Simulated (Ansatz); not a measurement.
**C5ClO5Re: small, medium and large basis sets**

Aim: see how fast density functionals converge with the basis set for C5ClO5Re.

Computed with Ansatz 0.2.0, Gaussian basis. Level: one geometry, several basis sets.

Plan: PBE0-D4/def2-SVP; ωB97M-V/def2-SVP; PBE0-D4/def2-QZVPP; ωB97M-V/def2-QZVPP; the functionals' def2-TZVPP values are taken from earlier runs.

## Step 1: The geometry

An earlier PBE0-D4 in a triple-zeta def2 set relaxation fixed the geometry. Re takes the def2 core potential; no spin-orbit term is included.

SMILES `[O+]#[C][Re-5]([Cl])([C]#[O+])([C]#[O+])([C]#[O+])[C]#[O+]`, 12 atoms, charge 0, spin multiplicity 1.

Atoms are counted from 1 here; the program's logs count them from 0.

Bond lengths: O1–C2 1.144 Å, C2–Re3 1.936 Å, Re3–Cl4 2.462 Å, Re3–C5 2.013 Å, Re3–C7 2.013 Å, Re3–C9 2.013 Å, Re3–C11 2.013 Å, C5–O6 1.131 Å, C7–O8 1.131 Å, C9–O10 1.131 Å, C11–O12 1.131 Å. Angles: O1–C2–Re3 180.0°, C2–Re3–Cl4 180.0°, C2–Re3–C5 92.3°, C2–Re3–C7 92.3°, C2–Re3–C9 92.3°, C2–Re3–C11 92.3°, Cl4–Re3–C5 87.7°, Cl4–Re3–C7 87.7°, Cl4–Re3–C9 87.7°, Cl4–Re3–C11 87.7°, C5–Re3–C7 89.9°, C5–Re3–C9 89.9°, C5–Re3–C11 175.3°, C7–Re3–C9 175.3°, C7–Re3–C11 89.9°, C9–Re3–C11 89.9°, Re3–C5–O6 179.5°, Re3–C7–O8 179.5° and more.

Geometry (Å):

```xyz
12
charge 0, multiplicity 1
O     0.7097   -0.5452    2.8010
C     0.4337   -0.3331    1.7114
Re   -0.0336    0.0258   -0.1327
Cl   -0.6283    0.4823   -2.4782
C    -1.2302    1.5598    0.3833
O    -1.9048    2.4233    0.6630
C    -1.6102   -1.2234   -0.0623
O    -2.4983   -1.9230   -0.0329
C     1.5034    1.3054   -0.3593
O     2.3641    2.0260   -0.4968
C     1.1236   -1.4777   -0.8045
O     1.7710   -2.3202   -1.1920
```

## Step 2: PBE0-D4 in def2-SVP

in.yaml reads:

```yaml
crystal:
  periodic: [false, false, false]
  atoms:
    - {symbol: O, position_ang: [0.709734, -0.545191, 2.801008]}
    - {symbol: C, position_ang: [0.433718, -0.333108, 1.711390]}
    - {symbol: Re, position_ang: [-0.033628, 0.025815, -0.132688]}
    - {symbol: Cl, position_ang: [-0.628332, 0.482309, -2.478204]}
    - {symbol: C, position_ang: [-1.230233, 1.559798, 0.383335]}
    - {symbol: O, position_ang: [-1.904789, 2.423331, 0.662990]}
    - {symbol: C, position_ang: [-1.610237, -1.223428, -0.062252]}
    - {symbol: O, position_ang: [-2.498288, -1.923017, -0.032946]}
    - {symbol: C, position_ang: [1.503417, 1.305404, -0.359297]}
    - {symbol: O, position_ang: [2.364082, 2.026006, -0.496827]}
    - {symbol: C, position_ang: [1.123588, -1.477745, -0.804521]}
    - {symbol: O, position_ang: [1.770968, -2.320173, -1.191998]}
basis:
  gaussian: {orbitals: def2-SVP}
hamiltonian: {xc: pbe0, dispersion: d4}
output: {orbitals: {seedname: orbitals}}
```

The run is started by

```console
ansatz run in.yaml --threads 4 --pin off --events-out ev --progress --plain --max-ram 46080MiB --backend cpu
```

Further steps of the session: ωB97M-V in def2-SVP; PBE0-D4 in def2-QZVPP; ωB97M-V in def2-QZVPP.

Q: Predict the results of all the runs planned. Wanted: PBE0-D4: double and triple zeta above quadruple; ωB97M-V: double and triple zeta above quadruple.

As calculated:

```
                                       quantity           value
PBE0-D4: double and triple zeta above quadruple  24.11, 1.18 eV
ωB97M-V: double and triple zeta above quadruple  24.42, 1.10 eV
```

In words: For PBE0-D4 the step from double to triple zeta gains 22.93 eV and the next only 1.18 eV. These are total energies; as a rule much of such shifts cancels in differences, which this series doesn't test.
